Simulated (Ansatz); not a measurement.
Write a Python script for Ansatz 0.2.0, Python API that makes a rigid scan of one bond length of BrH3SeSi, SMILES [SeH][SiH2]Br. Settings (for the species named): r2SCAN, def2-SVP basis, multiplicity 1.

| atom | x (Å) | y (Å) | z (Å) |
| --- | --- | --- | --- |
| Se | -1.2240 | -1.3740 | -0.1533 |
| Si | 0.4564 | 0.0645 | 0.3323 |
| Br | -0.3076 | 2.2010 | 0.3345 |
| H | -1.3998 | -0.6092 | -1.5166 |
| H | 1.5165 | -0.0872 | -0.6988 |
| H | 1.0007 | -0.2591 | 1.6557 |

`run_scan.py`:
```python
"""Stretching a bond of BrH3SeSi, the rest held rigid."""

import ansatz as az
import numpy as np


def main() -> None:
    brh3sesi = (
        az.Crystal.molecule()
        .atom("Se", (-1.224, -1.374, -0.1533))
        .atom("Si", (0.4564, 0.0645, 0.3323))
        .atom("Br", (-0.3076, 2.201, 0.3345))
        .atom("H", (-1.3998, -0.6092, -1.5166))
        .atom("H", (1.5165, -0.0872, -0.6988))
        .atom("H", (1.0007, -0.2591, 1.6557))
    )

    symbols = [site.symbol for site in brh3sesi.cartesian_sites]
    start = np.array([site.position_ang for site in brh3sesi.cartesian_sites])
    axis = (start[2] - start[1]) / np.linalg.norm(start[2] - start[1])
    moving = [2]
    lengths, energies = [1.997, 2.087, 2.178, 2.269, 2.36, 2.451, 2.541, 2.677], []
    for length in lengths:
        xyz = start.copy()
        xyz[moving] += (length - np.linalg.norm(start[2] - start[1])) * axis
        point = az.Crystal.molecule()
        for symbol, place in zip(symbols, xyz):
            point = point.atom(symbol, place.tolist())
        setup = point.calculation().basis(gaussian="def2-SVP").functional("r2scan")
        r = setup.run().report
        energies.append(r["free_energy_ev"])
        print(f"r = {length:6.3f} A  E = {energies[-1]:.5f} eV  <S^2> = {abs(r['mean_field']['state']['spin_squared']):.3f}")

    # quartic fit about the minimum
    fit = np.polynomial.Polynomial.fit(lengths, np.array(energies) - min(energies), 4).convert()
    roots = [r.real for r in fit.deriv().roots() if abs(r.imag) < 1e-9 and fit.deriv(2)(r.real) > 0]
    r_e = min(roots, key=lambda r: abs(r - lengths[int(np.argmin(energies))]))
    print(f"minimum of the fit at {r_e:.4f} A, force constant {fit.deriv(2)(r_e):.2f} eV/A^2")


if __name__ == "__main__":
    main()
```

```console
$ python run_scan.py
r =  1.997 A  E = -143303.60116 eV  <S^2> = 0.000
r =  2.087 A  E = -143303.99064 eV  <S^2> = 0.000
r =  2.178 A  E = -143304.16137 eV  <S^2> = 0.000
r =  2.269 A  E = -143304.17749 eV  <S^2> = 0.000
r =  2.360 A  E = -143304.08897 eV  <S^2> = 0.000
r =  2.451 A  E = -143303.93157 eV  <S^2> = 0.000
r =  2.541 A  E = -143303.73329 eV  <S^2> = 0.000
r =  2.677 A  E = -143303.39135 eV  <S^2> = 0.000
minimum of the fit at 2.2335 A, force constant 14.94 eV/A^2
```

Total energies depend on the basis set; only differences at equal settings carry meaning. The rest of the molecule is held rigid at a force-field or estimated start geometry, and the basis set is modest; single-reference methods fail as a bond breaks. The orbitals are restricted, so S² is zero by construction. It ran for 47 s on 1 thread of Arm Neoverse V1 (shared host), peak memory 0.23 GiB.
